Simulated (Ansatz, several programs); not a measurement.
BeGeSb2, ordered on the zincblende lattice (P-4m2) with 4 atoms a cell, relaxed with PBE in Ansatz (plane waves, PAW): it is tetragonal, P-4m2 (No. 115); conventional cell a = 4.208 Å, c = 5.866 Å, 25.96 Å³ an atom. Be has 4 Sb at 2.46 Å; Sb has 2 Be at 2.46 Å and 2 Ge at 2.68 Å; Ge has 4 Sb at 2.68 Å. The cell was then scaled with its shape and fractional coordinates held, which makes it stiffer than a relaxed compression. No spin polarisation. The prototype was imposed, so other structures may be more stable.

```tsv
V (Å³/atom)	E (meV/atom)
24.404	17.71
25.183	4.23
25.962	0.00
27.520	13.67
```

(1) Pass a cubic E = c₀ + c₁u + c₂u² + c₃u³, with u = V − 25.767 Å³, through these points.

(2) Where is the minimum, and what bulk modulus follows?

(3) Predict the energy and the pressure at the withheld volume, 26.741 Å³.

Results:

(1) c₀ = 0.27, c₁ = -2.672, c₂ = 6.754, c₃ = -0.4954 (meV and Å³).

(2) dE/du = 0 at u = +0.202, so V₀ = 25.97 Å³. B = V₀ d²E/dV² = 25.97 × (2c₂ + 6c₃u) = 25.97 × 12.906 = 335 meV/Å³, and 1 meV/Å³ is 0.16022 GPa: 54 GPa. A third-order Birch-Murnaghan fit to all five points gives 25.97 Å³ and 53 GPa.

(3) With u = +0.974: E ≈ 3.62 meV and P = −dE/dV ≈ -1.45 GPa. The run gives 3.56 meV and, from its stress, -1.44 GPa.
